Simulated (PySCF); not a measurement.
# H6OSeSi2: the cost of one run

Computed with PySCF 2.14.0, with density-fitted response routines of our own, on a single molecule in the gas phase. Atoms count from 0, in the outputs and in this text.

## 1. Starting geometry

10 atoms, charge 0, multiplicity 1; geometry from: PBE0-D3(BJ)/def2-SVP.

Bonds of the start (Å): O0–Si1 1.67, Si1–Si2 2.33, Si2–Se3 2.30, O0–H4 0.96, Si1–H5 1.50, Si1–H6 1.50, Si2–H7 1.49, Si2–H8 1.49, Se3–H9 1.47.

## 2. Nuclear shieldings: HF/pcSseg-2

The job: settings as JSON, then the geometry in Å.

```
{"job": {"kind": "nmr", "xc": "HF", "basis": "pcSseg-2", "pop": false}, "charge": 0, "multiplicity": 1}
O     -2.188118     0.271178     0.799992
Si    -0.934170     0.373945    -0.300016
Si     0.905842    -0.789030     0.544355
Se     2.583933    -0.519712    -1.004267
H     -3.015870     0.697946     0.558848
H     -1.303072    -0.213447    -1.627659
H     -0.520952     1.796528    -0.542185
H      1.323507    -0.324603     1.902318
H      0.679251    -2.264099     0.580233
H      2.520043     0.950168    -0.932705
```

With the program's defaults for keys left out, this is: GIAO HF/pcSseg-2 NMR shielding, non-relativistic, gas phase.

The run is started by

```sh
$ OMP_NUM_THREADS=1 python probes_run.py task.json out
```

One launch serves the whole session: the jobs run in the order shown.

Q: Estimate the wall time and peak memory of this first job on 1 thread of AMD EPYC 9R45, shared host.

About 14 s, with a peak of 1.1 GiB.
